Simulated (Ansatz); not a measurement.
**HfN+ (quintet): the correlation ladder, def2-SVP**

How much of the correlation energy of HfN+ (quintet) does each wave-function method recover here?

The runs use Ansatz 0.2.0, Gaussian basis; def2-SVP, core rule «outside noble gas», up to 5 orbitals frozen.

Plan: UHF; CCSD(T) on ROHF; CCSD(T) on UHF; CISD; CCSDT(Q) on ROHF; CCSDT(Q) on UHF; CCSDTQ on ROHF.

11 further runs of the same task are left out: 7 for a known fault of the program, 4 set aside as unsound or not needed.

## Step 1: What is computed

The geometry is a PBE0/def2-TZVP stationary point (not a proven minimum) of the parent state, kept for this charge and spin. No spin-orbit coupling is included. Elements past krypton take def2 core potentials.

2 atoms, charge 1, spin multiplicity 5.

Atoms are counted from 1 here; the program's logs count them from 0.

Bond lengths: Hf1–N2 1.737 Å.

## Step 2: UHF

File in.yaml:

```yaml
crystal:
  periodic: [false, false, false]
  atoms:
    - {symbol: Hf, position_ang: [0.000000, 0.000000, 0.000000]}
    - {symbol: N, position_ang: [0.000000, 0.000000, 1.737400]}
basis:
  gaussian: {orbitals: def2-SVP}
total_charge: 1
magnetization: {spin_polarized: true, initial_magnetization: 4}
hamiltonian: {xc: hf}
output: {orbitals: {seedname: orbitals}}
```

Run with:

```sh
$ ansatz run in.yaml --threads 1 --pin off --events-out ev --progress --plain --max-ram 4096MiB --backend cpu
```

Further steps of the session: CCSD(T) on ROHF; CCSD(T) on UHF; CISD; CCSDT(Q) on ROHF; CCSDT(Q) on UHF; CCSDTQ on ROHF.

**Question.** What will the summary of the whole plan be? Wanted: RCCSDTQ below the RHF energy; RMP2 from RCCSDTQ; UMP2 from RCCSDTQ; RCCSD from RCCSDTQ; RCCSD(T) from RCCSDTQ; UCCSD(T) from RCCSDTQ; RCCSDT(Q) from RCCSDTQ; UCCSDT(Q) from RCCSDTQ; T1 diagnostic.

The runs gave:

| quantity | value |
| --- | --- |
| RCCSDTQ below the RHF energy | -4.3472 eV |
| RMP2 from RCCSDTQ | +15.38 kcal/mol |
| UMP2 from RCCSDTQ | +13.82 kcal/mol |
| RCCSD from RCCSDTQ | +4.01 kcal/mol |
| RCCSD(T) from RCCSDTQ | +0.66 kcal/mol |
| UCCSD(T) from RCCSDTQ | -0.98 kcal/mol |
| RCCSDT(Q) from RCCSDTQ | +0.07 kcal/mol |
| UCCSDT(Q) from RCCSDTQ | -1.63 kcal/mol |
| levels within 1 kcal/mol (43 meV) | RCCSD(T), UCCSD(T), RCCSDT, RCCSDT(Q) |
| T1 diagnostic | 0.026 |

**Reading.** RCCSD(T) lands +0.66 kcal/mol from the yardstick (0.7 % of the correlation energy). CCSD(T) misses by +0.66 kcal/mol on the restricted determinant and by -0.98 kcal/mol on the unrestricted one; the two need not hold the same state or core. These misses are within one basis, not against nature; the frozen cores of restricted and unrestricted runs differ, which can shift their rows.
